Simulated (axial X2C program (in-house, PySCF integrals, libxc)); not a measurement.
# A two-component session on NiP⁻: properties at the nuclei

Aim: properties at the nuclei of NiP⁻, with spin–orbit coupling in the Hamiltonian from the start.

Program: an in-house X2C program for linear molecules on PySCF integrals. Level of theory: two-component X2C with atomic mean-field terms, Ni dyall-acv3z, P dyall-av3z. These are calculated values, not measurements.

## Step 1: The job

File task.json:

```json
{"zs": [28, 15], "q": -1, "bas": ["dyall-acv3z", "dyall-av3z"], "r0": 2.03, "levels": ["PBE0", "HF", "TPSSh", "BHandHLYP", "BP86"], "nst": 3}
```

Keys: zs atomic numbers; q charge; bas basis sets; r0 starting distance in Å; levels methods (HF also brings MP2); nst determinants followed.

Started as:

```console
$ python soeom.py task.json out
```

Nuclei are Gaussian, cores are contracted, and the Gaunt term is on.

## Step 2: Expectation values, lowest determinant

R = 1.983 Å. State: Ω = 1 (excess of +ω over −ω: ω = -1/2, ω = 3/2).

Output of the PBE0 run:

```text
two-component X2C + atomic mean field  PBE0
basis functions 183  fitting functions 982  grid points 5077
iter        total energy     max residual
   1      -1855.576018601     1.20e+01
   2      -1858.057739608     1.06e+01
   3      -1859.478124619     8.39e+00
   4      -1860.951840806     5.40e+00
   5      -1861.551336306     1.90e+00
   6      -1861.786195017     9.60e-01
   7      -1861.836396253     9.94e-01
   8      -1861.911688265     7.29e-01
   9      -1861.943005978     6.32e-01
  10      -1861.966907904     3.02e-01
  11      -1861.976829321     3.14e-01
  12      -1861.982525315     9.92e-02
  13      -1861.986227174     9.95e-02
  14      -1861.987809832     1.59e-01
  15      -1861.990501070     8.86e-02
  16      -1861.990858834     1.38e-01
  17      -1861.991948477     3.36e-02
  18      -1861.992142121     3.66e-02
  19      -1861.992357663     1.70e-02
  20      -1861.992414070     3.97e-02
  21      -1861.992484099     2.56e-02
  22      -1861.992516506     7.76e-03
  23      -1861.992531620     4.39e-03
  24      -1861.992536239     6.69e-03
  25      -1861.992542679     1.54e-03
  26      -1861.992545198     1.81e-03
  27      -1861.992546502     2.10e-03
  28      -1861.992547416     2.80e-03
  29      -1861.992548237     1.25e-03
  30      -1861.992548776     9.30e-04
  31      -1861.992549367     6.57e-04
  32      -1861.992549636     1.06e-03
  33      -1861.992549654     1.13e-03
  34      -1861.992550024     4.51e-04
  35      -1861.992550101     1.02e-03
  36      -1861.992550224     4.54e-04
  37      -1861.992550339     3.14e-04
  38      -1861.992550392     9.82e-05
  39      -1861.992550436     1.68e-04
  40      -1861.992550469     4.45e-04
  41      -1861.992550506     3.42e-04
  42      -1861.992550541     1.60e-04
  43      -1861.992550575     2.05e-04
  44      -1861.992550595     3.48e-04
  45      -1861.992550601     4.07e-04
  46      -1861.992550615     8.63e-05
  47      -1861.992550619     1.15e-04
  48      -1861.992550623     7.99e-05
  49      -1861.992550625     8.05e-05
  50      -1861.992550627     3.21e-05
  51      -1861.992550628     3.62e-05
  52      -1861.992550628     2.38e-05
  53      -1861.992550629     2.70e-05
  54      -1861.992550629     1.94e-05
  55      -1861.992550629     1.35e-05
  56      -1861.992550629     2.08e-05
  57      -1861.992550629     1.25e-05
  58      -1861.992550629     9.31e-06
converged
one-electron -2817.64718534  Coulomb 931.07171580  exact exchange -21.25552631  xc functional -65.74408252  nuclear repulsion 112.07989339  atomic mean-field constant -0.49736564
```

The highest occupied spinor is 71% P p, 16% Ni p, 12% Ni d.

| level | Eeff magnitude (GV/cm) | Ws magnitude Ni (kHz) | A∥/gI Ni (MHz) | qzz Ni (a.u.) | A∥/gI P (MHz) | qzz P (a.u.) |
| --- | --- | --- | --- | --- | --- | --- |
| PBE0 | 0.171 | 0.000715 | 229 | 2.69 | -111 | -0.06 |
| HF | 1.19 | 0.541 | 411 | 1.80 | -94.7 | -0.63 |
| TPSSh | 0.0458 | 0.0427 | 187 | 2.58 | -71.8 | -0.16 |
| BHandHLYP | 0.224 | 0.0439 | 526 | 2.53 | -269 | 0.12 |
| BP86 | 0.168 | 0.011 | 118 | 2.60 | -90.2 | -0.26 |

Eeff is the effective electric field on the electron dipole moment in this Ω state and Ws the scalar–pseudoscalar constant (defined with the proton number Z and per Ω); A∥ is the parallel hyperfine constant, which follows by multiplying with the nuclear g factor gI = μI/(I μN); qzz is the electric field gradient, eQq0 = 234.96 MHz × Q/barn × qzz. The operators were transformed with the bare-nucleus X2C matrices.

## Step 3: Expectation values, a higher determinant

R = 1.983 Å. State: Ω = 4 (excess of +ω over −ω: ω = 3/2, ω = 5/2), 0.25 eV above the lowest in the PBE0 search for states (made at or near this distance, with looser thresholds).

Output of the PBE0 run:

```text
two-component X2C + atomic mean field  PBE0
basis functions 183  fitting functions 982  grid points 5077
iter        total energy     max residual
   1      -1855.475757012     1.21e+01
   2      -1858.024319070     1.07e+01
   3      -1859.519298838     8.35e+00
   4      -1860.994771493     5.28e+00
   5      -1861.661225098     9.02e-01
   6      -1861.809325650     4.64e-01
   7      -1861.825246678     9.05e-01
   8      -1861.894855534     1.02e+00
   9      -1861.921163600     4.60e-01
  10      -1861.947371615     2.35e-01
  11      -1861.959210212     3.68e-01
  12      -1861.967209222     3.17e-01
  13      -1861.971377220     2.57e-01
  14      -1861.973509529     1.68e-01
  15      -1861.977199916     7.94e-02
  16      -1861.978421861     8.37e-02
  17      -1861.979578405     6.82e-02
  18      -1861.980085161     7.29e-02
  19      -1861.980437598     5.25e-02
  20      -1861.980602534     4.06e-02
  21      -1861.980786643     1.49e-02
  22      -1861.980845920     1.53e-02
  23      -1861.980888368     1.26e-02
  24      -1861.980901658     5.13e-03
  25      -1861.980912663     3.80e-03
  26      -1861.980915737     1.57e-03
  27      -1861.980918444     2.98e-03
  28      -1861.980919297     3.07e-03
  29      -1861.980920260     5.45e-04
  30      -1861.980920653     1.53e-03
  31      -1861.980921084     1.66e-03
  32      -1861.980921404     1.25e-03
  33      -1861.980921674     3.13e-04
  34      -1861.980921910     9.48e-04
  35      -1861.980922099     1.63e-03
  36      -1861.980922267     7.99e-04
  37      -1861.980922409     1.07e-03
  38      -1861.980922581     3.51e-04
  39      -1861.980922658     3.26e-04
  40      -1861.980922687     5.90e-04
  41      -1861.980922703     6.68e-04
  42      -1861.980922721     2.68e-04
  43      -1861.980922729     2.34e-04
  44      -1861.980922734     1.09e-04
  45      -1861.980922737     5.28e-05
  46      -1861.980922739     5.44e-05
  47      -1861.980922740     8.46e-05
  48      -1861.980922740     6.35e-05
  49      -1861.980922740     4.67e-05
  50      -1861.980922741     3.19e-05
  51      -1861.980922741     1.85e-05
  52      -1861.980922741     1.16e-05
  53      -1861.980922741     1.70e-05
  54      -1861.980922741     1.64e-05
  55      -1861.980922741     8.84e-06
converged
one-electron -2816.20810582  Coulomb 929.62544585  exact exchange -21.27403820  xc functional -65.70675231  nuclear repulsion 112.07989339  atomic mean-field constant -0.49736564
```

The highest occupied spinor is 65% P p, 23% Ni p, 11% Ni d.

| level | Eeff magnitude (GV/cm) | Ws magnitude Ni (kHz) | A∥/gI Ni (MHz) | qzz Ni (a.u.) | A∥/gI P (MHz) | qzz P (a.u.) |
| --- | --- | --- | --- | --- | --- | --- |
| PBE0 | 0.215 | 0.0124 | 318 | -1.75 | 32.7 | 0.14 |
| HF | 1.34 | 0.118 | 324 | -1.52 | 17.9 | -1.14 |
| TPSSh | 0.145 | 0.00573 | 330 | -1.68 | 33.5 | 0.22 |
| BHandHLYP | 0.3 | 0.0204 | 297 | -1.89 | 37.2 | 0.05 |
| BP86 | 0.144 | 0.00613 | 336 | -1.61 | 33.1 | 0.30 |

## Step 4: Expectation values, a higher determinant

R = 1.983 Å. State: Ω = 2 (excess of +ω over −ω: ω = -1/2, ω = 5/2), 0.31 eV above the lowest in the PBE0 search for states (made at or near this distance, with looser thresholds).

Output of the PBE0 run:

```text
two-component X2C + atomic mean field  PBE0
basis functions 183  fitting functions 982  grid points 5077
iter        total energy     max residual
   1      -1855.473749416     1.21e+01
   2      -1858.023424100     1.07e+01
   3      -1859.511941932     8.36e+00
   4      -1860.982131851     5.32e+00
   5      -1861.654997167     9.13e-01
   6      -1861.805829736     4.66e-01
   7      -1861.831713191     9.18e-01
   8      -1861.893835612     1.02e+00
   9      -1861.922515582     4.62e-01
  10      -1861.946700215     2.15e-01
  11      -1861.959787176     3.22e-01
  12      -1861.965950112     2.75e-01
  13      -1861.971416854     9.59e-02
  14      -1861.972977529     1.74e-01
  15      -1861.975398708     8.21e-02
  16      -1861.976504473     1.08e-01
  17      -1861.977217318     7.04e-02
  18      -1861.977652889     6.23e-02
  19      -1861.977961106     2.19e-02
  20      -1861.978117195     1.01e-02
  21      -1861.978210156     1.66e-02
  22      -1861.978225953     1.02e-02
  23      -1861.978236066     8.48e-03
  24      -1861.978244254     5.46e-03
  25      -1861.978247246     4.78e-03
  26      -1861.978250513     2.19e-03
  27      -1861.978251750     1.40e-03
  28      -1861.978252483     1.91e-03
  29      -1861.978252970     1.81e-03
  30      -1861.978253531     5.17e-04
  31      -1861.978253872     6.65e-04
  32      -1861.978254289     6.83e-04
  33      -1861.978254499     7.74e-04
  34      -1861.978254765     4.67e-04
  35      -1861.978254978     6.63e-04
  36      -1861.978255139     6.34e-04
  37      -1861.978255278     1.77e-04
  38      -1861.978255323     1.75e-04
  39      -1861.978255357     1.40e-04
  40      -1861.978255366     2.32e-04
  41      -1861.978255375     7.42e-05
  42      -1861.978255378     1.24e-04
  43      -1861.978255381     1.11e-04
  44      -1861.978255382     9.94e-05
  45      -1861.978255382     8.69e-05
  46      -1861.978255383     2.52e-05
  47      -1861.978255383     3.79e-05
  48      -1861.978255383     1.60e-05
  49      -1861.978255383     6.74e-06
converged
one-electron -2816.23190167  Coulomb 929.65287768  exact exchange -21.27369234  xc functional -65.70806679  nuclear repulsion 112.07989339  atomic mean-field constant -0.49736564
```

The highest occupied spinor is 64% P p, 23% Ni p, 12% Ni d.

| level | Eeff magnitude (GV/cm) | Ws magnitude Ni (kHz) | A∥/gI Ni (MHz) | qzz Ni (a.u.) | A∥/gI P (MHz) | qzz P (a.u.) |
| --- | --- | --- | --- | --- | --- | --- |
| PBE0 | 0.238 | 0.0306 | 505 | -1.77 | -134 | 0.10 |
| HF | 1.32 | 0.231 | 588 | -1.54 | -162 | -1.13 |
| TPSSh | 0.164 | 0.016 | 513 | -1.70 | -118 | 0.19 |
| BHandHLYP | 0.328 | 0.0475 | 492 | -1.92 | -139 | -0.01 |
| BP86 | 0.156 | 0.0154 | 522 | -1.62 | -123 | 0.29 |

## Step 5: What came out

| quantity | value |
| --- | --- |
| lowest determinant | Ω = 1 (excess of +ω over −ω: ω = -1/2, ω = 3/2) |
| Eeff magnitude (GV/cm), PBE0 | 0.171 |
| Ws magnitude Ni (kHz), PBE0 | 0.000715 |
| A∥/gI Ni (MHz), PBE0 | 229 |
| qzz Ni (a.u.), PBE0 | 2.69 |
| higher determinant | Ω = 4 (excess of +ω over −ω: ω = 3/2, ω = 5/2) |
| Eeff magnitude (GV/cm), PBE0, higher determinant | 0.215 |
| Ws magnitude Ni (kHz), PBE0, higher determinant | 0.0124 |
| A∥/gI Ni (MHz), PBE0, higher determinant | 318 |
| qzz Ni (a.u.), PBE0, higher determinant | -1.75 |
| higher determinant | Ω = 2 (excess of +ω over −ω: ω = -1/2, ω = 5/2) |
| Eeff magnitude (GV/cm), PBE0, higher determinant | 0.238 |
| Ws magnitude Ni (kHz), PBE0, higher determinant | 0.0306 |
| A∥/gI Ni (MHz), PBE0, higher determinant | 505 |
| qzz Ni (a.u.), PBE0, higher determinant | -1.77 |

**Reading.** In the first state, the effective field runs from 0.0458 to 1.19 GV/cm over the mean-field levels, so the levels don't agree on it. The expectation values come from single determinants, which for open shells can mix terms of unlike spin or miss the lowest Ω, so a determinant need not be a state. Eeff is the effective electric field on the electron dipole moment in this Ω state and Ws the scalar–pseudoscalar constant (defined with the proton number Z and per Ω); A∥ is the parallel hyperfine constant, which follows by multiplying with the nuclear g factor gI = μI/(I μN); qzz is the electric field gradient, eQq0 = 234.96 MHz × Q/barn × qzz. The operators were transformed with the bare-nucleus X2C matrices.
